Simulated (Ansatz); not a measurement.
# AlBBrH₃: one structure at several levels

An exercise on one series of results from a longer session: the logs are not shown, and one member is left open.

Program: Ansatz 0.2.0, Gaussian basis. Level of theory: single points in def2-TZVPP. These are calculated values, not measurements.

Correlated methods freeze the cores. Filled d shells of the heavier atoms are correlated.

1 further run of the same task is left out (it didn't finish).

**The system as given**

6 atoms, charge 0, spin multiplicity 1.

Atoms are counted from 1 here; the program's logs count them from 0.

Bond lengths: B1–Al2 2.141 Å, B1–H4 1.197 Å, B1–H5 1.212 Å, Al2–Br3 2.256 Å, Al2–H6 1.559 Å. Angles: Al2–B1–H4 117.5°, Al2–B1–H5 121.9°, H4–B1–H5 120.4°, B1–Al2–Br3 126.1°, B1–Al2–H6 124.5°, Br3–Al2–H6 109.4°.

Geometry (Å):

```xyz
6

B    -0.77712    0.31302   -0.92871
Al    0.57268   -0.06328    0.68945
Br    1.21785   -2.09161    1.43632
H    -0.92128   -0.55368   -1.74203
H    -1.32038    1.38646   -1.07291
H     1.28915    1.04532    1.51809
```

Set-up of the first run:

The input, run/in.yaml:

```yaml
crystal:
  periodic: [false, false, false]
  atoms:
    - {symbol: B, position_ang: [-0.777119, 0.313018, -0.928708]}
    - {symbol: Al, position_ang: [0.572683, -0.063283, 0.689450]}
    - {symbol: Br, position_ang: [1.217853, -2.091613, 1.436322]}
    - {symbol: H, position_ang: [-0.921282, -0.553685, -1.742030]}
    - {symbol: H, position_ang: [-1.320375, 1.386457, -1.072907]}
    - {symbol: H, position_ang: [1.289150, 1.045320, 1.518091]}
basis:
  gaussian: {orbitals: def2-TZVPP}
hamiltonian: {xc: pbe, dispersion: d4}
output: {forces: true}
```

Launch:

```console
$ ansatz run in.yaml --threads 2 --pin off --events-out ev --progress --plain --max-ram 3481MiB
```

Among the steps run: PBE-D4/def2-TZVPP; r2SCAN-D4/def2-TZVPP; PBE0-D4/def2-TZVPP; wB97M-V/def2-TZVPP; CCSD(T)/def2-TZVPP.

One table of the session follows, with a row left open; its other results are not shown here.

```
   method  RMS force component (eV/Å)  angle to CCSD(T) forces (°)  dipole (D)
   PBE-D4                           ?                            ?           ?
r2SCAN-D4                       0.176                          8.4        1.77
  PBE0-D4                       0.170                         11.1        1.84
  wB97M-V                       0.190                         18.2        1.86
  CCSD(T)                       0.178                    reference        1.78
```

Q: Estimate the row for PBE-D4 from the others.

As computed: RMS force component (eV/Å): 0.199; angle to CCSD(T) forces (°): 30.8; dipole (D): 1.68. In the column «RMS force component (eV/Å)» it is the highest.

Limits of these values: CCSD(T) in triple zeta still lacks some correlation energy of the bonds, so part of these gaps is its own basis error and they don't rank the functionals.
